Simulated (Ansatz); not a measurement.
# Sn3Mo2: the cost of one run

Program: Ansatz 0.2.0. Level of theory: DFT PBE, scalar-relativistic, plane waves, PAW. These are calculated values, not measurements.

1 further run of the same task is left out (it didn't finish).

### Step 1. The system as given

The structure is tetragonal, space group P4mm (No. 99). Conventional cell: a = 4.203 Å, b = 4.203 Å, c = 6.190 Å, α = 90.00°, β = 90.00°, γ = 90.00°. Around Sn (site symmetry 2mm) lie 4 Mo at 2.69 to 2.79 Å and 6 Sn at 2.72 to 2.97 Å. Sn (site symmetry 4mm) is surrounded by 4 Sn at 2.72 Å and 5 Mo at 2.78 to 2.97 Å. Around Mo (site symmetry 4mm) lie 5 Sn at 2.69 to 2.78 Å. Around Mo (site symmetry 4mm) lie 8 Sn at 2.79 to 2.97 Å.

As a file:

```xyz
5
Lattice="4.2027 0.0000 0.0000 0.0000 4.2027 0.0000 0.0000 0.0000 6.1901" Properties=species:S:1:pos:R:3 pbc="T T T"
Sn    2.1014    0.0000    6.1496
Sn    0.0000    2.1014    6.1496
Sn    0.0000    0.0000    1.6846
Mo    0.0000    0.0000    4.4638
Mo    2.1014    2.1014    1.7940
```

Recipe of the guess: species swapped into a database cell of Cu3Te2 (P4mm, No. 99), with Sn on the Cu sites and Mo on the Te sites. Lengths come from tabulated atomic sizes and are only a guess.

### Step 2. Probe: one point on a coarse mesh

File input.yaml:

```yaml
crystal:
  lattice:
    - [4.20271139, 0.0, 0.0]
    - [0.0, 4.20271139, 0.0]
    - [0.0, 0.0, 6.19008467]
  atoms:
    - { symbol: Sn, position: [0.5, 0.0, 0.99346125] }
    - { symbol: Sn, position: [0.0, 0.5, 0.99346125] }
    - { symbol: Sn, position: [0.0, 0.0, 0.27213845] }
    - { symbol: Mo, position: [0.0, 0.0, 0.72112864] }
    - { symbol: Mo, position: [0.5, 0.5, 0.28981033] }
basis:
  ecutwfc: 420
kpoints:
  mp_grid: { grid: [4, 4, 4] }
hamiltonian:
  xc: pbe
scf:
  occupations: { method: gaussian, width: 0.1 }
  lower_state_search: "off"
output:
  forces: true
  stress: true
  eigenvalues: true
```

Command:

```bash
> ansatz run input.yaml --threads 1 --pin off --max-ram 2560MiB --backend cpu --events-out ev --progress --plain --runs-dir out
```

What time and memory should one allow on 1 thread of Intel Xeon Platinum 8259CL at 2.50GHz (Skylake/Cascade Lake), shared host?

About 7 s, with a peak of 0.42 GiB.
